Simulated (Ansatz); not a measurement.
# C2H6Cl4Ga2: small, medium and large basis sets

Aim: see how fast density functionals converge with the basis set for C2H6Cl4Ga2.

Method: one geometry, several basis sets; program: Ansatz 0.2.0, Gaussian basis.

Levels to be run: PBE0-D4/def2-SVP; ωB97M-V/def2-SVP; PBE0-D4/def2-QZVPP; ωB97M-V/def2-QZVPP; the functionals' def2-TZVPP values are taken from earlier runs.

**1. The relaxed structure**

An earlier PBE0-D4 in a triple-zeta def2 set relaxation fixed the geometry.

SMILES `[CH3][Ga@-]1([Cl])[Cl+][Ga@@-]([CH3])([Cl])[Cl+]1`, 14 atoms, charge 0, spin multiplicity 1.

Atoms are counted from 1 here; the program's logs count them from 0.

Bond lengths: C1–Ga2 1.945 Å, C1–H9 1.091 Å, C1–H10 1.091 Å, C1–H11 1.090 Å, Ga2–Cl3 2.139 Å, Ga2–Cl4 2.350 Å, Ga2–Cl8 2.351 Å, Cl4–Ga5 2.351 Å, Ga5–C6 1.945 Å, Ga5–Cl7 2.139 Å, Ga5–Cl8 2.350 Å, C6–H12 1.091 Å, C6–H13 1.091 Å, C6–H14 1.090 Å. Angles: Ga2–C1–H9 109.8°, Ga2–C1–H10 109.7°, Ga2–C1–H11 110.0°, H9–C1–H10 108.8°, H9–C1–H11 109.3°, H10–C1–H11 109.3°, C1–Ga2–Cl3 127.0°, C1–Ga2–Cl4 110.8°, C1–Ga2–Cl8 110.7°, Cl3–Ga2–Cl4 106.0°, Cl3–Ga2–Cl8 106.0°, Cl4–Ga2–Cl8 90.0°, Ga2–Cl4–Ga5 89.8°, Cl4–Ga5–C6 110.7°, Cl4–Ga5–Cl7 106.0°, Cl4–Ga5–Cl8 90.0°, C6–Ga5–Cl7 127.0°, C6–Ga5–Cl8 110.8° and more.

**2. PBE0-D4 in def2-SVP**

in.yaml

```yaml
crystal:
  periodic: [false, false, false]
  atoms:
    - {symbol: C, position_ang: [-0.976943, -2.415893, 1.153634]}
    - {symbol: Ga, position_ang: [0.637939, -1.334475, 1.089739]}
    - {symbol: Cl, position_ang: [2.499128, -1.742842, 2.062097]}
    - {symbol: Cl, position_ang: [0.149855, 0.919339, 1.543349]}
    - {symbol: Ga, position_ang: [0.856978, 1.501363, -0.621695]}
    - {symbol: C, position_ang: [-0.617918, 2.237888, -1.652970]}
    - {symbol: Cl, position_ang: [2.814063, 2.335860, -0.398785]}
    - {symbol: Cl, position_ang: [1.174926, -0.771474, -1.128553]}
    - {symbol: H, position_ang: [-1.317522, -2.509478, 2.185721]}
    - {symbol: H, position_ang: [-0.769283, -3.411923, 0.760229]}
    - {symbol: H, position_ang: [-1.761255, -1.949993, 0.556993]}
    - {symbol: H, position_ang: [-0.872806, 3.228943, -1.275146]}
    - {symbol: H, position_ang: [-0.327901, 2.324901, -2.700926]}
    - {symbol: H, position_ang: [-1.489261, 1.587783, -1.573696]}
basis:
  gaussian: {orbitals: def2-SVP}
hamiltonian: {xc: pbe0, dispersion: d4}
output: {orbitals: {seedname: orbitals}}
```

Further steps of the session: ωB97M-V in def2-SVP; PBE0-D4 in def2-QZVPP; ωB97M-V in def2-QZVPP.

**Question.** What will the summary of the whole plan be? Wanted: PBE0-D4: double and triple zeta above quadruple; ωB97M-V: double and triple zeta above quadruple.

As calculated:

```
                                       quantity           value
PBE0-D4: double and triple zeta above quadruple  36.84, 3.92 eV
ωB97M-V: double and triple zeta above quadruple  36.52, 3.77 eV
```

In words: For PBE0-D4 the step from double to triple zeta gains 32.91 eV and the next only 3.92 eV. Total energies overstate the basis error of differences, where much of it tends to cancel. The LUMO of ωB97M-V is positive and keeps falling with the basis (1.54 to 0.71 eV): an unbound level that the basis holds in place.
